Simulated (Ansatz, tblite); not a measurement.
# C₁₇H₉F₆N₃: a ladder of methods and basis sets

How do method and basis change the picture of C₁₇H₉F₆N₃ (singlet)?

Computed with Ansatz 0.2.0, Gaussian basis. Level: as each input shows.

Plan: GFN1-xTB, GFN2-xTB, PBE-D4/def2-TZVP, r2SCAN-D4/def2-TZVP, PBE-D4/def2-SVP, PBE0-D4/def2-SVP.

1 further run of the same task is left out (set aside as unsound or not needed).

### 1 The structure

The singlet was relaxed beforehand with PBE-D4/def2-SVP.

SMILES `FC(F)(F)c1ccc(-c2ccc(-c3ccc(C(F)(F)F)nc3)nc2)nc1`, 35 atoms, charge 0, spin multiplicity 1.

Bond lengths: F1–C2 1.354 Å, C2–F3 1.356 Å, C2–F4 1.353 Å, C2–C5 1.508 Å, C5–C6 1.403 Å, C5–C26 1.408 Å, C6–C7 1.396 Å, C6–H27 1.100 Å, C7–C8 1.415 Å, C7–H28 1.098 Å, C8–C9 1.482 Å, C8–N25 1.353 Å, C9–C10 1.409 Å, C9–C24 1.417 Å, C10–C11 1.396 Å, C10–H29 1.100 Å, C11–C12 1.413 Å, C11–H30 1.099 Å and more. Angles: F1–C2–F3 107.2°, F1–C2–F4 107.9°, F1–C2–C5 111.6°, F3–C2–F4 107.2°, F3–C2–C5 111.3°, F4–C2–C5 111.5°, C2–C5–C6 121.3°, C2–C5–C26 120.7°, C6–C5–C26 118.0°, C5–C6–C7 118.9°, C5–C6–H27 120.3°, C7–C6–H27 120.9°, C6–C7–C8 119.3°, C6–C7–H28 119.6°, C8–C7–H28 121.0°, C7–C8–C9 122.4°, C7–C8–N25 121.3°, C9–C8–N25 116.4° and more.

As a file:

| atom | x (Å) | y (Å) | z (Å) |
| --- | --- | --- | --- |
| F1 | 7.6612 | -0.3720 | -1.1241 |
| C2 | 7.0412 | -0.2424 | 0.0731 |
| F3 | 7.4324 | -1.2882 | 0.8422 |
| F4 | 7.5076 | 0.8828 | 0.6623 |
| C5 | 5.5414 | -0.2058 | -0.0796 |
| C6 | 4.9038 | -0.8186 | -1.1687 |
| C7 | 3.5091 | -0.7960 | -1.2334 |
| C8 | 2.7777 | -0.1583 | -0.2043 |
| C9 | 1.2966 | -0.0995 | -0.2030 |
| C10 | 0.4964 | -0.5236 | -1.2830 |
| C11 | -0.8935 | -0.4380 | -1.1918 |
| C12 | -1.4806 | 0.0737 | -0.0125 |
| C13 | -2.9499 | 0.1901 | 0.1628 |
| C14 | -3.8843 | -0.2115 | -0.8123 |
| C15 | -5.2529 | -0.0676 | -0.5608 |
| C16 | -5.6419 | 0.4787 | 0.6715 |
| C17 | -7.1101 | 0.6641 | 1.0256 |
| F18 | -7.4423 | -0.0535 | 2.1190 |
| F19 | -7.9155 | 0.2609 | 0.0097 |
| F20 | -7.3918 | 1.9581 | 1.2811 |
| N21 | -4.7756 | 0.8696 | 1.6175 |
| C22 | -3.4722 | 0.7284 | 1.3671 |
| N23 | -0.7164 | 0.4867 | 1.0239 |
| C24 | 0.6093 | 0.4054 | 0.9290 |
| N25 | 3.4031 | 0.4299 | 0.8409 |
| C26 | 4.7343 | 0.4070 | 0.8986 |
| H27 | 5.4973 | -1.3033 | -1.9574 |
| H28 | 2.9969 | -1.2793 | -2.0765 |
| H29 | 0.9492 | -0.9130 | -2.2066 |
| H30 | -1.5121 | -0.7645 | -2.0390 |
| H31 | -3.5570 | -0.6395 | -1.7711 |
| H32 | -6.0055 | -0.3718 | -1.3003 |
| H33 | -2.7624 | 1.0501 | 2.1464 |
| H34 | 1.2042 | 0.7525 | 1.7898 |
| H35 | 5.2023 | 0.9083 | 1.7639 |

PBE0-D4/def2-TZVP was run before; its log isn't repeated, and its numbers join the tables.

### 2 GFN1-xTB

Tight binding, by tblite at 300 K electronic temperature and without a spin-polarisation term:

```python
tblite.interface.Calculator('GFN1-xTB', numbers, positions, charge=0, uhf=0).singlepoint()
```

Energy -2209.4737 eV, HOMO -11.92 eV, LUMO -9.46 eV; 0.063 s.

### 3 GFN2-xTB

Tight binding, by tblite at 300 K electronic temperature and without a spin-polarisation term:

```python
tblite.interface.Calculator('GFN2-xTB', numbers, positions, charge=0, uhf=0).singlepoint()
```

Energy -2126.6641 eV, HOMO -10.69 eV, LUMO -8.83 eV; 0.054 s.

### 4 PBE-D4/def2-TZVP

start.molden holds the orbitals of an earlier run on this state, given as this run's starting guess.

The input, in.yaml:

```yaml
crystal:
  periodic: [false, false, false]
  atoms:
    - {symbol: F, position_ang: [7.661224, -0.371950, -1.124075]}
    - {symbol: C, position_ang: [7.041243, -0.242358, 0.073066]}
    - {symbol: F, position_ang: [7.432377, -1.288175, 0.842230]}
    - {symbol: F, position_ang: [7.507551, 0.882804, 0.662300]}
    - {symbol: C, position_ang: [5.541382, -0.205752, -0.079600]}
    - {symbol: C, position_ang: [4.903773, -0.818595, -1.168652]}
    - {symbol: C, position_ang: [3.509082, -0.796005, -1.233448]}
    - {symbol: C, position_ang: [2.777652, -0.158287, -0.204281]}
    - {symbol: C, position_ang: [1.296642, -0.099498, -0.203044]}
    - {symbol: C, position_ang: [0.496369, -0.523635, -1.282969]}
    - {symbol: C, position_ang: [-0.893526, -0.437961, -1.191835]}
    - {symbol: C, position_ang: [-1.480647, 0.073704, -0.012473]}
    - {symbol: C, position_ang: [-2.949872, 0.190095, 0.162771]}
    - {symbol: C, position_ang: [-3.884278, -0.211475, -0.812338]}
    - {symbol: C, position_ang: [-5.252889, -0.067590, -0.560787]}
    - {symbol: C, position_ang: [-5.641892, 0.478720, 0.671537]}
    - {symbol: C, position_ang: [-7.110058, 0.664128, 1.025559]}
    - {symbol: F, position_ang: [-7.442269, -0.053499, 2.118965]}
    - {symbol: F, position_ang: [-7.915517, 0.260857, 0.009727]}
    - {symbol: F, position_ang: [-7.391764, 1.958137, 1.281144]}
    - {symbol: N, position_ang: [-4.775645, 0.869593, 1.617496]}
    - {symbol: C, position_ang: [-3.472183, 0.728373, 1.367131]}
    - {symbol: N, position_ang: [-0.716427, 0.486698, 1.023899]}
    - {symbol: C, position_ang: [0.609271, 0.405361, 0.928978]}
    - {symbol: N, position_ang: [3.403116, 0.429950, 0.840891]}
    - {symbol: C, position_ang: [4.734289, 0.407003, 0.898574]}
    - {symbol: H, position_ang: [5.497338, -1.303332, -1.957400]}
    - {symbol: H, position_ang: [2.996924, -1.279341, -2.076499]}
    - {symbol: H, position_ang: [0.949195, -0.913021, -2.206560]}
    - {symbol: H, position_ang: [-1.512061, -0.764505, -2.038967]}
    - {symbol: H, position_ang: [-3.557020, -0.639491, -1.771053]}
    - {symbol: H, position_ang: [-6.005514, -0.371832, -1.300342]}
    - {symbol: H, position_ang: [-2.762415, 1.050066, 2.146383]}
    - {symbol: H, position_ang: [1.204245, 0.752524, 1.789820]}
    - {symbol: H, position_ang: [5.202282, 0.908309, 1.763864]}
basis:
  gaussian: {orbitals: def2-TZVP, fitting: {mean_field: def2-universal-jkfit}, initial_orbitals: start.molden}
hamiltonian: {xc: pbe, dispersion: d4}
scf: {omitted_lower_state_checks: [starts]}
output: {orbitals: {seedname: orbitals}}
```

Command:

```
$ ansatz run in.yaml --threads 2 --pin off --events-out ev --progress --plain --max-ram 32768MiB --backend cuda --devices 0, --max-vram 18GiB
```

The runs that follow: r2SCAN-D4/def2-TZVP; PBE-D4/def2-SVP; PBE0-D4/def2-SVP.

Before running them: what should the planned runs give, taken together? Wanted: gap in def2-TZVP, named functionals, smallest and largest; binding an atom, functionals in def2-TZVP; PBE0 total energy, smallest basis above largest.

The runs gave:

| quantity | value |
| --- | --- |
| gap in def2-TZVP, named functionals, smallest and largest | 2.66 eV (PBE-D4), 4.40 eV (PBE0-D4) |
| binding an atom, functionals in def2-TZVP | 5.20 (r2SCAN-D4) to 5.43 eV (PBE-D4) |
| PBE0 total energy, smallest basis above largest | 43.08 eV (def2-SVP, def2-TZVP) |

**Reading.** Orbital gaps of the named functionals in def2-TZVP span 2.66 eV (PBE-D4) to 4.40 eV (PBE0-D4); exact exchange widens it.
